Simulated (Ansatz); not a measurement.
# FGaH3O: the cost of one run

All numbers below are computed with Ansatz 0.2.0 (UKS B3LYP/def2-SVP).

### Step 1. The system as given

Bond lengths: Ga1–H2 1.820 Å, Ga1–H3 1.570 Å, Ga1–O4 1.790 Å, O4–H5 1.010 Å. Angles: H2–Ga1–H3 120.0°, H2–Ga1–O4 120.0°, H3–Ga1–O4 120.0°, Ga1–O4–H5 109.5°.

Structure file:

```xyz
6

Ga    0.0000    0.0000    0.0000
H     0.0000    0.0000    1.8200
H     1.3596    0.0000   -0.7850
O    -1.5501    0.0000   -0.8950
H    -2.0598   -0.8467   -0.6865
F     0.0000    0.0000    3.0400
```

### Step 2. A restrained relaxation towards end A

Springs on the bonds that form and break draw the guess towards this end; the thresholds are loose.

File input.yaml:

```yaml
crystal:
  periodic: [false, false, false]
  atoms:
    - { symbol: Ga, position_ang: [0.0, 0.0, 0.0] }
    - { symbol: H, position_ang: [0.0, 0.0, 1.82] }
    - { symbol: H, position_ang: [1.3596, 0.0, -0.785] }
    - { symbol: O, position_ang: [-1.5501, 0.0, -0.895] }
    - { symbol: H, position_ang: [-2.0598, -0.8467, -0.6865] }
    - { symbol: F, position_ang: [0.0, 0.0, 3.04] }
magnetization:
  spin_polarized: true
  initial_magnetization: 1
basis:
  gaussian: { orbitals: def2-SVP }
hamiltonian:
  xc: b3lyp
relax:
  f_tol: 0.15
  max_steps: 25
  restrain:
    - { distance: [1, 5], at: 2.12, k: 30.0 }
    - { distance: [0, 1], at: 1.57, k: 30.0 }
output:
  orbitals: {}
```

The run is started by

```sh
$ ansatz run input.yaml --threads 2 --pin off --max-ram 3072MiB --backend cpu --events-out ev --progress --plain --runs-dir out
```

**Question.** How long does this run take on 2 threads of Arm Neoverse V1, shared host, and how much memory does it need?

About 78 s, with a peak of 0.21 GiB.
